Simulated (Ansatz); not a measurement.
# C3H5BO: basis-set convergence

An exercise on one series of results from a longer session: the logs are not shown, and one member is left open.

Program: Ansatz 0.2.0, Gaussian basis. Level of theory: one geometry, several basis sets. These are calculated values, not measurements.

The runs, in order: PBE0-D4/def2-SVP; ωB97M-V/def2-SVP; PBE0-D4/def2-QZVPP; ωB97M-V/def2-QZVPP; the functionals' def2-TZVPP values are taken from earlier runs.

### The relaxed structure

All runs share one geometry, relaxed beforehand with PBE0-D4 in a triple-zeta def2 set.

10 atoms, charge 0, spin multiplicity 1.

Atoms are counted from 1 here; the program's logs count them from 0.

Bond lengths: O1–C2 1.196 Å, C2–C3 1.527 Å, C2–C5 1.527 Å, C3–B4 1.580 Å, C3–H6 1.089 Å, C3–H7 1.100 Å, B4–C5 1.580 Å, B4–H8 1.190 Å, C5–H9 1.089 Å, C5–H10 1.100 Å. Angles: O1–C2–C3 131.6°, O1–C2–C5 131.6°, C3–C2–C5 95.3°, C2–C3–B4 83.8°, C2–C3–H6 119.0°, C2–C3–H7 109.4°, B4–C3–H6 126.5°, B4–C3–H7 107.0°, H6–C3–H7 108.5°, C3–B4–C5 91.1°, C3–B4–H8 134.4°, C5–B4–H8 134.4°, C2–C5–B4 83.8°, C2–C5–H9 119.0°, C2–C5–H10 109.5°, B4–C5–H9 126.5°, B4–C5–H10 107.0°, H9–C5–H10 108.5°.

As a file:

```xyz
10
C3H5BO
O    -0.1932    0.3265   -2.1625
C     0.0093    0.2442   -0.9864
C     0.8689   -0.7185   -0.1709
B    -0.2395   -0.5018    0.9343
C    -0.7449    0.8107    0.2140
H     1.1647   -1.6682   -0.6147
H     1.7740   -0.1974    0.1754
H    -0.5983   -1.1200    1.8858
H    -1.7810    1.1221    0.0876
H    -0.1770    1.6512    0.6404
```

Set-up of the first run:

File in.yaml:

```yaml
crystal:
  periodic: [false, false, false]
  atoms:
    - {symbol: O, position_ang: [-0.193244, 0.326466, -2.162539]}
    - {symbol: C, position_ang: [0.009348, 0.244230, -0.986409]}
    - {symbol: C, position_ang: [0.868871, -0.718512, -0.170917]}
    - {symbol: B, position_ang: [-0.239511, -0.501817, 0.934282]}
    - {symbol: C, position_ang: [-0.744926, 0.810748, 0.213993]}
    - {symbol: H, position_ang: [1.164729, -1.668195, -0.614660]}
    - {symbol: H, position_ang: [1.774018, -0.197429, 0.175389]}
    - {symbol: H, position_ang: [-0.598290, -1.119952, 1.885833]}
    - {symbol: H, position_ang: [-1.781005, 1.122089, 0.087575]}
    - {symbol: H, position_ang: [-0.176991, 1.651171, 0.640352]}
basis:
  gaussian: {orbitals: def2-SVP}
hamiltonian: {xc: pbe0, dispersion: d4}
output: {orbitals: {seedname: orbitals}}
```

Steps of the session up to this table: PBE0-D4 in def2-SVP; ωB97M-V in def2-SVP; PBE0-D4 in def2-QZVPP; ωB97M-V in def2-QZVPP.

One of the session's tables, all rows but one given; the rest of the session is left out.

It belongs to the step «Functionals by basis». 

```
functional       basis  HOMO (eV)  LUMO (eV)
   PBE0-D4    def2-SVP      -6.98      -1.68
   PBE0-D4  def2-TZVPP      -7.11      -1.77
   PBE0-D4  def2-QZVPP      -7.15      -1.79
   ωB97M-V    def2-SVP      -9.31       0.41
   ωB97M-V  def2-TZVPP          ?          ?
   ωB97M-V  def2-QZVPP      -9.49       0.19
```

Estimate the missing values for ωB97M-V, def2-TZVPP.

The run gave: HOMO (eV): -9.46; LUMO (eV): 0.25. In the column «HOMO (eV)» it lies between ωB97M-V, def2-QZVPP (-9.49) and ωB97M-V, def2-SVP (-9.31).
